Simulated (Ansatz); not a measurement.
HfSc, space group P-6m2: cell relaxations under several functionals, run with Ansatz 0.2.0 through its Python package.

`lattice_hfsc.py`
```python
"""How the lattice of HfSc depends on the functional."""

import warnings

import ansatz as az
import numpy as np

def edges_and_angles(cell):
    cell = np.asarray(cell)
    a, b, c = np.linalg.norm(cell, axis=1)
    cosines = cell[1] @ cell[2] / (b * c), cell[0] @ cell[2] / (a * c), cell[0] @ cell[1] / (a * b)
    return (a, b, c, *np.degrees(np.arccos(cosines)))

warnings.simplefilter("ignore", az.DeckWarning)

xtal = (
    az.Lattice.from_parameters(3.24012, 3.24012, 5.104129, alpha=90.0, beta=90.0, gamma=120.0)
    .atom("Hf", (2 / 3, 1 / 3, 0.5))
    .atom("Sc", (1 / 3, 2 / 3, 0.0))
)

setup = (
    xtal.calculation()
    .occupations("fermi_dirac", width=0.05)
    .kpoints(11, 11, 6)
    .relax(cell=True, force_tolerance=0.005)
)

levels = [("r2scan", "d4"), ("blyp", "d3bj"), ("lda", "none")]
print("level            a       b       c    alpha   beta  gamma  V/atom  steps")
for name, dispersion in levels:
    seen = []
    run = setup.functional(name, dispersion=dispersion).session().plan()
    done = run.execute(on_event=lambda e: seen.append(e) if e["event"] == "relax_step" else None)
    cell = done.lattice.cell_ang
    label = name if dispersion == "none" else f"{name}+{dispersion}"
    print("{:13s} {:7.4f} {:7.4f} {:7.4f} {:6.2f} {:6.2f} {:6.2f}".format(label, *edges_and_angles(cell)), f"{abs(np.linalg.det(cell)) / len(done.lattice.sites):7.3f} {len(seen):5d}")
```

Rank the levels of theory by the volume of the relaxed cell.

From smallest to largest: LDA (21.35 Å³ an atom, -8.0 % against the start), BLYP+D3BJ (21.51 Å³ an atom, -7.3 % against the start) and r2SCAN+D4 (23.07 Å³ an atom, -0.6 % against the start). The spread is 8.1 % in volume.

The output:

```console
$ python lattice_hfsc.py
level            a       b       c    alpha   beta  gamma  V/atom  steps
r2scan+d4      3.2342  3.2342  5.0942  90.00  90.00 120.00  23.073     4
blyp+d3bj      3.1638  3.1638  4.9622  90.00  90.00 120.00  21.507     6
lda            3.1554  3.1554  4.9519  90.00  90.00 120.00  21.350     6
```

Spin is left out of this run. Forces vanish by symmetry, so the ions can't move, and the end may be a saddle. BLYP and dispersion corrections can be off by several per cent in the lattices of metals, and by several GPa in the pressure at a fixed cell. The mesh is modest for a metal, so energies can be off by several to tens of meV an atom and pressures by half a GPa or more; differences at equal mesh fare better. Spin-orbit coupling, which matters for elements this heavy, is left out. This cell is a computed structure, which may not be the phase found in nature. Timing: 2.1 min on 1 thread of Arm Neoverse V1 (shared host), peak memory 0.58 GiB.
